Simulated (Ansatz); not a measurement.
# Rhodium, bcc under LDA: structure, energy and stiffness

Aim: take rhodium in the bcc structure, relax it, solve it on a dense k-mesh, switch on spin-orbit coupling, then scale the cell to 7 volumes from 88 to 112 % of the relaxed one and try a fit of the equation of state. The k-meshes are 15×15×15 for the relaxation; 24×24×24 for the dense run; 15×15×15 for spin-orbit coupling; 16×16×16 for the volumes.

This is Rh in the bcc structure; at room conditions it is fcc.

Computed with Ansatz 0.2.0 (DFT LDA (PW92), plane waves (420 eV) with PAW, scalar-relativistic; the PAW data stem from PBE, with regenerated cores, unless a step says otherwise).

## (1) Starting point

The structure is cubic, space group Im-3m (No. 229). The conventional cell has a = 3.019 Å, b = 3.019 Å, c = 3.019 Å, α = 90.00°, β = 90.00°, γ = 90.00°. Rh (site symmetry m-3m) is surrounded by 8 Rh at 2.61 Å.

As a file:

```cif
data_structure
_symmetry_space_group_name_H-M 'P 1'
_symmetry_Int_Tables_number 1
_cell_length_a 2.6141
_cell_length_b 2.6141
_cell_length_c 2.6141
_cell_angle_alpha 109.471
_cell_angle_beta 109.471
_cell_angle_gamma 109.471
_cell_volume 13.75
loop_
_atom_site_label
_atom_site_type_symbol
_atom_site_fract_x
_atom_site_fract_y
_atom_site_fract_z
_atom_site_occupancy
Rh1 Rh 0.00000 0.00000 0.00000 1
```

## (2) Relaxing cell and atoms

Contents of input.yaml:

```yaml
crystal:
  lattice:
    - [-1.5092612352, 1.5092612352, 1.5092612352]
    - [1.5092612352, -1.5092612352, 1.5092612352]
    - [1.5092612352, 1.5092612352, -1.5092612352]
  atoms:
    - { symbol: Rh, position: [0.0, 0.0, 0.0] }
hamiltonian:
  xc: lda
  pseudopotentials:
    kind: paw
    azcp:
      Rh: "pseudopotentials/Rh.paw.azcp"
basis:
  ecutwfc: 420
  fft_grid_basis: typed
kpoints:
  mp_grid: { grid: [15, 15, 15], shift: [0, 0, 0] }
magnetization:
  spin_polarized: false
scf:
  occupations: { method: fermi_dirac, width: 0.1 }
relax:
  max_steps: 60
  f_tol: 0.01
  cell: {}
```

The runs that follow: The energy on a finer k-mesh; With spin-orbit coupling; Volume × 0.88; Volume × 0.92; Volume × 0.96; Volume × 1.0; Volume × 1.04; Volume × 1.08; Volume × 1.12.

What does the calculation give? Wanted: space group; conventional cell; volume; shortest distance; gap on the mesh; relative to fcc; V₀, B₀, B₀′.

As calculated:

```
                      quantity                         value
space group (spins left aside)               Im-3m (No. 229)
             conventional cell                   a = 3.008 Å
                        volume                13.613 Å³/atom
             shortest distance                       2.605 Å
               gap on the mesh  none (levels filled in part)
               relative to fcc                 +405 meV/atom
                   V₀, B₀, B₀′  13.589 Å³/atom, 290 GPa, 5.0
```

In words: The relaxation shrank the cell by 1.0 % in volume. It lies 405 meV/atom above the element's reference form at the same level (fcc, from a run of its own), so it is far from stable. No gap shows: it is a metal or semimetal at this level. The total energy of the spin-orbit run lies -1.8 eV/atom from the scalar one, but the two kinds of run don't share a zero of energy: only differences within one kind count. The fitted modulus is 290 GPa, among the stiffest elements. The symmetry was held, so the structure may be unstable against distortions that break it.
